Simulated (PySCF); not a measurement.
# H6NO3Tl (Tl(OH)3(NH3)): the cost of one run

Method: PBE0, Tl def2-SVP with ECP60, O def2-SVP, H def2-SVP, N def2-SVP; scalar-relativistic core potentials, no spin–orbit coupling; program: PySCF 2.14.0.

1 further run of the same task is left out (for a known fault of the program).

### 1 Starting geometry

11 atoms, charge 0, spin multiplicity 1.

Bond lengths: Tl1–O2 1.962 Å, Tl1–O4 1.962 Å, Tl1–O6 1.962 Å, Tl1–N8 2.290 Å, O2–H3 0.966 Å, O4–H5 0.966 Å, O6–H7 0.966 Å, N8–H9 1.020 Å, N8–H10 1.020 Å, N8–H11 1.020 Å. Angles: O2–Tl1–O4 109.5°, O2–Tl1–O6 109.5°, O2–Tl1–N8 109.5°, O4–Tl1–O6 109.5°, O4–Tl1–N8 109.5°, O6–Tl1–N8 109.5°, Tl1–O2–H3 158.7°, Tl1–O4–H5 158.7°, Tl1–O6–H7 158.7°, Tl1–N8–H9 113.0°, Tl1–N8–H10 113.0°, Tl1–N8–H11 113.0°, H9–N8–H10 105.8°, H9–N8–H11 105.8°, H10–N8–H11 105.8°.

As a file:

| atom | x (Å) | y (Å) | z (Å) |
| --- | --- | --- | --- |
| Tl1 | 0.0000 | 0.0000 | 0.0000 |
| O2 | 1.1330 | 1.1330 | 1.1330 |
| H3 | 1.6526 | 1.4051 | 1.9001 |
| O4 | -1.1330 | -1.1330 | 1.1330 |
| H5 | -1.6526 | -1.4051 | 1.9001 |
| O6 | 1.1330 | -1.1330 | -1.1330 |
| H7 | 1.6526 | -1.9001 | -1.4051 |
| N8 | -1.3221 | 1.3221 | -1.3221 |
| H9 | -1.9353 | 1.9353 | -0.7851 |
| H10 | -0.7851 | 1.9353 | -1.9353 |
| H11 | -1.9353 | 0.7851 | -1.9353 |

Formal oxidation states: Tl +3.

### 2 SCF at the start, singlet

Contents of run.py (the lines that set the calculation):

```python
mol = gto.M(atom='''
Tl     0.00000     0.00000     0.00000
O      1.13300     1.13300     1.13300
H      1.65260     1.40510     1.90010
O     -1.13300    -1.13300     1.13300
H     -1.65260    -1.40510     1.90010
O      1.13300    -1.13300    -1.13300
H      1.65260    -1.90010    -1.40510
N     -1.32210     1.32210    -1.32210
H     -1.93530     1.93530    -0.78510
H     -0.78510     1.93530    -1.93530
H     -1.93530     0.78510    -1.93530''',
    basis={'Tl': 'def2-SVP', 'O': 'def2-SVP', 'H': 'def2-SVP', 'N': 'def2-SVP'},
    ecp={'Tl': 'def2-SVP'},
    charge=0, spin=0)
mf = dft.RKS(mol, xc='PBE0')
mf.grids.atom_grid = (50, 194)
mf = mf.density_fit()  # fitting sets: Tl def2-universal-JKFIT, O def2-universal-JKFIT, H def2-universal-JKFIT, N def2-universal-JKFIT
mf.conv_tol = 1e-08; mf.max_cycle = 55
mf.kernel(dm0)  # dm0: free metal ions and neutral atoms
```

Run with:

```console
> OMP_NUM_THREADS=2 python run.py
```

What time and memory should one allow on 2 threads of Arm Neoverse V1, shared host?

About 3.2 s, with a peak of 0.67 GiB.
